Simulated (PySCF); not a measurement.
# BiF2 (Bi(F)2+): the cost of one run

Program: PySCF 2.14.0. Level of theory: several levels, as the steps say, no spin–orbit coupling. These are calculated values, not measurements.

1 further run of the same task is left out (for a known fault of the program).

**1. Starting geometry**

3 atoms, charge 1, spin multiplicity 1.

Bond lengths: Bi1–F2 1.975 Å, Bi1–F3 1.975 Å. Angles: F2–Bi1–F3 95.4°.

As a file:

```xyz
3
charge 1, multiplicity 1
Bi    0.0000    0.0000   -0.4756
F     1.4602    0.0000    0.8539
F    -1.4602    0.0000    0.8539
```

Formal oxidation states: Bi +3. An earlier session relaxed this geometry at PBE0, Bi def2-SVP with ECP60, F def2-SVP (singlet, point group C2v).

At PBE0 on the finer grid: E = -413.677591 Eh, HOMO -16.89 eV, LUMO -10.78 eV, Mulliken charge on Bi1 +1.69 e, largest force component 0.052 eV/Å. 

Levels to run: TPSS; HF; PBE0, TZVP. Hardware: 2 threads of Arm Neoverse V2, shared host.

**2. TPSS**

The input, run.py (the lines that set the calculation):

```python
mol = gto.M(atom='''
Bi     0.00000     0.00000    -0.47557
F      1.46017     0.00000     0.85394
F     -1.46017     0.00000     0.85394''',
    basis={'Bi': 'def2-SVP', 'F': 'def2-SVP'},
    ecp={'Bi': 'def2-SVP'},
    charge=1, spin=0)
mf = dft.RKS(mol, xc='TPSS')
mf.grids.atom_grid = (75, 302)
mf = mf.density_fit()  # fitting sets: Bi def2-universal-JKFIT, F def2-universal-JKFIT
mf.conv_tol = 1e-08; mf.max_cycle = 55
mf.kernel(dm0)  # dm0: the density of the relaxed state
```

Run with:

```bash
$ OMP_NUM_THREADS=2 python run.py
```

**Question.** How long does this run take on 2 threads of Arm Neoverse V2, shared host?

About 1.3 s.
